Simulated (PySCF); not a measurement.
# C3H4FIn (SMILES C#[C][In]([CH3])[F]): MP2/def2-SVP (core potential)

Aim: the vertical ionisation energy of C3H4FIn at MP2/def2-SVP (core potential), from 2 runs. Input form: a Python script.

Program for the calculation: PySCF 2.14.0.

### 1 Starting point

The species is C3H4FIn (9 atoms), meant as a singlet with charge 0. SMILES: `C#[C][In]([CH3])[F]`. The shape comes from GFN2-xTB, which is rough for such elements, and wasn't checked as a minimum.

Bond lengths: C1–C2 1.203 Å, C2–In3 2.151 Å, In3–C4 2.221 Å, In3–F5 1.974 Å, C1–H6 1.056 Å, C4–H7 1.085 Å, C4–H8 1.086 Å, C4–H9 1.087 Å. Some angles: C1–C2–In3 176.3°, C2–In3–C4 143.6°, C2–In3–F5 108.6°, C4–In3–F5 107.8°, C2–C1–H6 179.1°, In3–C4–H7 110.8°, In3–C4–H8 108.5°, In3–C4–H9 103.9°, H7–C4–H8 110.9°, H7–C4–H9 111.7°.

### 2 A single-point energy at MP2/def2-SVP (core potential)

Input file input.py:

```python
from pyscf import gto, mp

system = gto.Mole()
system.atom = '''
C     -2.281970     1.789300     1.457950
C     -1.433500     1.199270     0.841810
In     0.069600     0.239130    -0.360800
C      1.422820    -1.518870    -0.461950
F      0.348780     1.310680    -1.995500
H     -3.027270     2.295460     2.009450
H      0.937800    -2.401530    -0.057890
H      2.329640    -1.287610     0.089730
H      1.634100    -1.625810    -1.522790
'''
system.verbose = 3
system.basis = 'def2-svp'
system.max_memory = 1860
system.spin = 0
system.ecp = {'In': 'def2-svp'}
system.charge = 0
system.build()

calc0 = system.RHF()
calc0.conv_tol = 1e-10
calc0.kernel()
if not calc0.converged:
    calc0 = calc0.newton().run(calc0.mo_coeff, calc0.mo_occ)

pt = mp.MP2(calc0, frozen=8).run()
etot = pt.e_tot
print(f'total energy: {etot:.8f} hartree')
```

Command:

```bash
$ OMP_NUM_THREADS=1 python input.py
```

Standard output:

```text
converged SCF energy = -404.364960438034
E(RMP2) = -405.028706071037  E_corr = -0.663745633003655
E(SCS-RMP2) = -405.014791117643  E_corr = -0.649830679609447
total energy: -405.02870607 hartree
```

Wall time 3 s (1 thread of Arm Neoverse V2, shared host); peak memory 0.29 GiB.

### 3 The doublet cation

Input file calc.py:

```python
from pyscf import gto, mp

molecule = gto.Mole()
molecule.atom = '''
C     -2.281970     1.789300     1.457950
C     -1.433500     1.199270     0.841810
In     0.069600     0.239130    -0.360800
C      1.422820    -1.518870    -0.461950
F      0.348780     1.310680    -1.995500
H     -3.027270     2.295460     2.009450
H      0.937800    -2.401530    -0.057890
H      2.329640    -1.287610     0.089730
H      1.634100    -1.625810    -1.522790
'''
molecule.max_memory = 1860
molecule.ecp = {'In': 'def2-svp'}
molecule.basis = 'def2-svp'
molecule.spin = 1
molecule.charge = 1
molecule.verbose = 3
molecule.build()

calc0 = molecule.UHF()
calc0.conv_tol = 1e-10
calc0.kernel()
if not calc0.converged:
    calc0 = calc0.newton().run(calc0.mo_coeff, calc0.mo_occ)

pt = mp.MP2(calc0, frozen=8).run()
energy = pt.e_tot
print('E(%s) = %.9f' % ('MP2', energy))
```

Command:

```bash
$ OMP_NUM_THREADS=1 python calc.py
```

Standard output:

```text
converged SCF energy = -404.023911521833  <S^2> = 0.75486211  2S+1 = 2.0048562
E(UMP2) = -404.634200075047  E_corr = -0.610288553214542
E(SCS-UMP2) = -404.624271040473  E_corr = -0.600359518640081
E(MP2) = -404.634200075
```

Wall time 8.4 s (1 thread of Arm Neoverse V2, shared host); peak memory 0.31 GiB.

### 4 Summary of results

At MP2/def2-SVP (core potential), 8 core orbitals frozen:

| quantity | value |
| --- | --- |
| singlet C3H4FIn: total energy | -405.02871 Eh |
| singlet C3H4FIn: dipole moment (Hartree–Fock density) | 3.81 D |
| singlet C3H4FIn: HOMO energy (Hartree–Fock orbitals) | -10.88 eV |
| singlet C3H4FIn: LUMO energy (Hartree–Fock orbitals) | 1.11 eV |
| singlet C3H4FIn: HOMO–LUMO gap (Hartree–Fock orbitals) | 11.99 eV |
| singlet C3H4FIn: correlation energy (8 core orbitals frozen) | -663.7 mEh |
| doublet cation: total energy | -404.63420 Eh |
| doublet cation: HOMO energy (Hartree–Fock orbitals) (highest over α and β) | -15.43 eV |
| doublet cation: LUMO energy (Hartree–Fock orbitals) (lowest over α and β) | -7.80 eV |
| doublet cation: correlation energy (8 core orbitals frozen) | -610.3 mEh |
| doublet cation: ⟨S²⟩ of the reference determinant | 0.755 |
| vertical ionisation energy (to the doublet cation) | 10.735 eV |

In words: Removing an electron at fixed nuclei costs 10.74 eV (1036 kJ/mol).
